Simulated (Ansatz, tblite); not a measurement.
# Ge3F8: rung by rung

An exercise on one series of results from a longer session: the logs are not shown, and one member is left open.

The runs use Ansatz 0.2.0, Gaussian basis; as each input shows.

Plan: GFN1-xTB, GFN2-xTB, PBE-D4/def2-TZVP, r2SCAN-D4/def2-TZVP, B2PLYP/def2-TZVP, HF/def2-TZVP, PBE-D4/def2-SVP, PBE0-D4/def2-SVP, MP2/def2-SVP, RPA/def2-SVP.

2 further runs of the same task are left out: 2 set aside as unsound or not needed.

### The geometry

The singlet was relaxed beforehand with PBE-D4/def2-SVP.

11 atoms, charge 0, spin multiplicity 1.

Bond lengths: Ge1–F2 1.735 Å, Ge1–F3 1.737 Å, Ge1–F4 1.737 Å, Ge1–Ge5 2.460 Å, Ge5–F6 1.746 Å, Ge5–F7 1.746 Å, Ge5–Ge8 2.460 Å, Ge8–F9 1.737 Å, Ge8–F10 1.737 Å, Ge8–F11 1.735 Å. Angles: F2–Ge1–F3 107.6°, F2–Ge1–F4 107.6°, F2–Ge1–Ge5 113.0°, F3–Ge1–F4 106.9°, F3–Ge1–Ge5 111.0°, F4–Ge1–Ge5 110.5°, Ge1–Ge5–F6 107.4°, Ge1–Ge5–F7 107.3°, Ge1–Ge5–Ge8 120.2°, F6–Ge5–F7 106.7°, F6–Ge5–Ge8 107.3°, F7–Ge5–Ge8 107.3°, Ge5–Ge8–F9 110.9°, Ge5–Ge8–F10 110.7°, Ge5–Ge8–F11 113.0°, F9–Ge8–F10 106.9°, F9–Ge8–F11 107.6°, F10–Ge8–F11 107.6°.

PBE0-D4/def2-TZVP was run before; its log isn't repeated, and its numbers join the tables.

The first run:

Tight binding, by tblite at 300 K electronic temperature and without a spin-polarisation term:

```python
tblite.interface.Calculator('GFN1-xTB', numbers, positions, charge=0, uhf=0).singlepoint()
```

Tight binding, by tblite at 300 K electronic temperature and without a spin-polarisation term:

```python
tblite.interface.Calculator('GFN2-xTB', numbers, positions, charge=0, uhf=0).singlepoint()
```

start.molden holds the orbitals of an earlier run on this state, given as this run's starting guess.

The input, in.yaml:

```yaml
crystal:
  periodic: [false, false, false]
  atoms:
    - {symbol: Ge, position_ang: [-1.077751, 1.842892, -0.323705]}
    - {symbol: F, position_ang: [-2.624181, 2.435975, 0.193516]}
    - {symbol: F, position_ang: [-1.027618, 1.952141, -2.056303]}
    - {symbol: F, position_ang: [0.132483, 2.929675, 0.286544]}
    - {symbol: Ge, position_ang: [-0.627934, -0.455593, 0.428650]}
    - {symbol: F, position_ang: [-1.843182, -1.485657, -0.285302]}
    - {symbol: F, position_ang: [-0.887616, -0.496404, 2.154494]}
    - {symbol: Ge, position_ang: [1.559863, -1.492588, -0.007043]}
    - {symbol: F, position_ang: [2.835340, -0.590262, 0.751659]}
    - {symbol: F, position_ang: [1.899510, -1.513644, -1.710532]}
    - {symbol: F, position_ang: [1.661085, -3.126525, 0.568021]}
basis:
  gaussian: {orbitals: def2-TZVP, initial_orbitals: start.molden}
hamiltonian: {xc: pbe, dispersion: d4}
scf: {omitted_lower_state_checks: [starts]}
output: {orbitals: {seedname: orbitals}}
```

Run with:

```sh
$ ansatz run in.yaml --threads 4 --pin off --events-out ev --progress --plain --max-ram 6963MiB
```

Among the steps run: PBE-D4/def2-TZVP; r2SCAN-D4/def2-TZVP; B2PLYP/def2-TZVP; HF/def2-TZVP; PBE-D4/def2-SVP; PBE0-D4/def2-SVP; MP2/def2-SVP; RPA/def2-SVP.

One of the session's tables, all rows but one given; the rest of the session is left out.

It belongs to the step «Binding energy». 

```
              level  binding an atom (eV)
        HF/def2-SVP                 2.537
       HF/def2-TZVP                 2.616
    PBE-D4/def2-SVP                 4.086
   PBE-D4/def2-TZVP                 4.058
r2SCAN-D4/def2-TZVP                 3.955
   PBE0-D4/def2-SVP                 3.834
  PBE0-D4/def2-TZVP                 3.850
   B2PLYP/def2-TZVP                 3.867
       RPA/def2-SVP                 3.205
       MP2/def2-SVP                     ?
```

Q: Estimate the row for MP2/def2-SVP from the others.

The run gave: binding an atom (eV): 3.839. In the column «binding an atom (eV)» it lies between PBE0-D4/def2-SVP (3.834) and PBE0-D4/def2-TZVP (3.850).

Limits of these values: Free atoms were run apart at each level; binding is atoms less cluster, divided by the number of atoms, without zero-point or spin-orbit terms.
